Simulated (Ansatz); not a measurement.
## FePbO3 from FeO and PbO2: a reaction energy, step by step

With Ansatz 0.2.0, Python API.

Run as a notebook:

```python
from collections import Counter
import warnings

import ansatz as az
import numpy as np
```

```python
PHASES = {
    "FePbO3 Pm-3m": (
        [(3.947544, 0.0, 0.0), (0.0, 3.947544, 0.0), (0.0, 0.0, 3.947544)],
        [
            ("Fe", (0.5, 0.5, 0.5)),
            ("Pb", (0.0, 0.0, 0.0)),
            ("O", (0.5, 0.5, 0.0)),
            ("O", (0.5, 0.0, 0.5)),
            ("O", (0.0, 0.5, 0.5)),
        ],
    ),
    "FeO Fm-3m": (
        [(0.0, 2.1554, 2.1554), (2.1554, 0.0, 2.1554), (2.1554, 2.1554, 0.0)],
        [
            ("Fe", (0.0, 0.0, 0.0)),
            ("O", (0.5, 0.5, 0.5)),
        ],
    ),
    "PbO2 Fm-3m": (
        [(0.0, 2.57, 2.57), (2.57, 0.0, 2.57), (2.57, 2.57, 0.0)],
        [
            ("Pb", (0.0, 0.0, 0.0)),
            ("O", (0.25, 0.25, 0.25)),
            ("O", (0.75, 0.75, 0.75)),
        ],
    ),
}
MOMENTS = {"Fe": 3.5}  # parallel starting moments in muB
```

```python
def build(vectors, sites):
    crystal = az.Crystal(lattice=az.Lattice.of(vectors))
    for symbol, position in sites:
        crystal = crystal.atom(symbol, position)
    return crystal
```

```python
POLARISED = {"FePbO3 Pm-3m", "FeO Fm-3m"}
```

```python
def ground_state(name, crystal):
    calc = (
        crystal.calculation()
        .basis(19 * az.Ha)
        .functional("lda")
        .kpoints(spacing=0.16)
        .occupations("fermi_dirac", width=0.02)
        .stress()
    )
    if name in POLARISED:
        calc = calc.spin("collinear")
    return calc.run(threads=1)
```

```python
def counts(outcome):
    return Counter(site.symbol for site in outcome.lattice.sites)
```

```python
def volume_per_atom(outcome):
    return abs(np.linalg.det(outcome.lattice.cell_ang)) / len(outcome.lattice.sites)
```

```python
warnings.simplefilter("ignore")
```

```python
phases = {name: build(*cell) for name, cell in PHASES.items()}
for name in ["FePbO3 Pm-3m", "FeO Fm-3m"]:
    phases[name] = phases[name].moments({e: m for e, m in MOMENTS.items() if e in phases[name].species()})
```

```python
done = {}
for name, crystal in phases.items():
    done[name] = ground_state(name, crystal)
    print(f"{name}: {done[name].report['energy_sigma0_ev']:.4f} eV, {len(done[name].lattice.sites)} atoms")
```

    FePbO3 Pm-3m: -17685.9672 eV, 5 atoms
    FeO Fm-3m: -4974.1728 eV, 2 atoms
    PbO2 Fm-3m: -12710.0713 eV, 3 atoms

```python
# balance the reaction cell by cell
elements = sorted(counts(done["FePbO3 Pm-3m"]))
matrix = np.array([[counts(done[name])[e] for name in ("FeO Fm-3m", "PbO2 Fm-3m")] for e in elements], float)
x = np.linalg.lstsq(matrix, [counts(done["FePbO3 Pm-3m"])[e] for e in elements], rcond=None)[0]
energy = done["FePbO3 Pm-3m"].report["energy_sigma0_ev"] - sum(k * done[name].report["energy_sigma0_ev"] for k, name in zip(x, ("FeO Fm-3m", "PbO2 Fm-3m")))
n = len(done["FePbO3 Pm-3m"].lattice.sites)
before = sum(k * len(done[name].lattice.sites) * volume_per_atom(done[name]) for k, name in zip(x, ("FeO Fm-3m", "PbO2 Fm-3m"))) / n
print(f"{x[0]:.3f} cells of FeO Fm-3m + {x[1]:.3f} cells of PbO2 Fm-3m -> 1 cell of FePbO3 Pm-3m")
print(f"reaction energy {1000 * energy / n:+.1f} meV/atom ({96.4853 * energy / n:+.2f} kJ per mole of atoms)")
print(f"volume per atom {before:.3f} -> {volume_per_atom(done['FePbO3 Pm-3m']):.3f} A^3")
```

    1.000 cells of FeO Fm-3m + 1.000 cells of PbO2 Fm-3m -> 1 cell of FePbO3 Pm-3m
    reaction energy -344.6 meV/atom (-33.25 kJ per mole of atoms)
    volume per atom 10.795 -> 12.303 A^3

The reaction energy is -344.6 meV an atom, so the product lies below the reactants. The volume per atom goes from 10.795 to 12.303 Å³ (+14.0 %).

Reading the output:
- Total energies depend on the potentials; only differences at equal settings carry meaning.
- The magnetic order follows from the starting moments and needn't be the lowest.
- Without a Hubbard U or exact exchange, semilocal functionals often make such 3d compounds metallic or too weakly gapped.
- Spin-orbit coupling, which matters for elements this heavy, is left out.
- The cells come from databases of deposited and of computed structures, and not all need be stable phases.
- The reactants and the product are the structures named, not necessarily the lowest of each compound, so sign and change of volume hang on that choice. Magnetic phases start from parallel moments and may not end in their lowest magnetic state. A semilocal functional's error on such energies is often 0.05 to 0.1 eV an atom, and 0.1 to 0.3 eV against gases such as O2 or F2.
- The whole script took 33 s on 1 thread of Arm Neoverse V2, on a shared host, peak memory 0.56 GiB.
